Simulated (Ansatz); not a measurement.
# C₂H₄BClO: basis-set convergence

How large a basis does C₂H₄BClO need? Two functionals are run in growing sets.

Computed with Ansatz 0.2.0, Gaussian basis. Level: one geometry, several basis sets.

Levels to be run: PBE0-D4/def2-SVP; ωB97M-V/def2-SVP; PBE0-D4/def2-QZVPP; ωB97M-V/def2-QZVPP; the functionals' def2-TZVPP values are taken from earlier runs.

## 1. The relaxed structure

An earlier PBE0-D4 in a triple-zeta def2 set relaxation fixed the geometry.

SMILES `ClBC1CO1`, 9 atoms, charge 0, spin multiplicity 1.

Atoms are counted from 1 here; the program's logs count them from 0.

Bond lengths: Cl1–B2 1.739 Å, B2–C3 1.543 Å, B2–H6 1.193 Å, C3–C4 1.486 Å, C3–O5 1.431 Å, C3–H7 1.089 Å, C4–O5 1.394 Å, C4–H8 1.088 Å, C4–H9 1.088 Å. Angles: Cl1–B2–C3 120.6°, Cl1–B2–H6 117.9°, C3–B2–H6 121.5°, B2–C3–C4 118.3°, B2–C3–O5 119.8°, B2–C3–H7 118.8°, C4–C3–O5 57.1°, C4–C3–H7 114.8°, O5–C3–H7 113.4°, C3–C4–O5 59.5°, C3–C4–H8 117.8°, C3–C4–H9 119.3°, O5–C4–H8 116.3°, O5–C4–H9 115.7°, H8–C4–H9 116.2°, C3–O5–C4 63.4°.

## 2. PBE0-D4 in def2-SVP

File in.yaml:

```yaml
crystal:
  periodic: [false, false, false]
  atoms:
    - {symbol: Cl, position_ang: [-1.948955, 0.055002, 1.499152]}
    - {symbol: B, position_ang: [-0.492126, 0.845161, 0.971931]}
    - {symbol: C, position_ang: [0.587320, 0.063188, 0.194386]}
    - {symbol: C, position_ang: [0.177870, -0.673344, -1.029274]}
    - {symbol: O, position_ang: [0.522494, -1.365036, 0.130862]}
    - {symbol: H, position_ang: [-0.377771, 2.011170, 1.194630]}
    - {symbol: H, position_ang: [1.604800, 0.451465, 0.174577]}
    - {symbol: H, position_ang: [0.889005, -0.726258, -1.850446]}
    - {symbol: H, position_ang: [-0.874239, -0.707649, -1.302920]}
basis:
  gaussian: {orbitals: def2-SVP}
hamiltonian: {xc: pbe0, dispersion: d4}
output: {orbitals: {seedname: orbitals}}
```

Started as:

```console
ansatz run in.yaml --threads 2 --pin off --events-out ev --progress --plain --max-ram 4352MiB
```

Further steps of the session: ωB97M-V in def2-SVP; PBE0-D4 in def2-QZVPP; ωB97M-V in def2-QZVPP.

**Question.** What will the summary of the whole plan be? Wanted: PBE0-D4: double and triple zeta above quadruple; ωB97M-V: double and triple zeta above quadruple.

**Answer**, as computed:

```
                                       quantity           value
PBE0-D4: double and triple zeta above quadruple  10.43, 0.63 eV
ωB97M-V: double and triple zeta above quadruple  10.56, 0.60 eV
```

PBE0-D4 gains 9.80 eV from double to triple zeta, then 0.63 eV more. These are total energies; as a rule much of such shifts cancels in differences, which this series doesn't test.
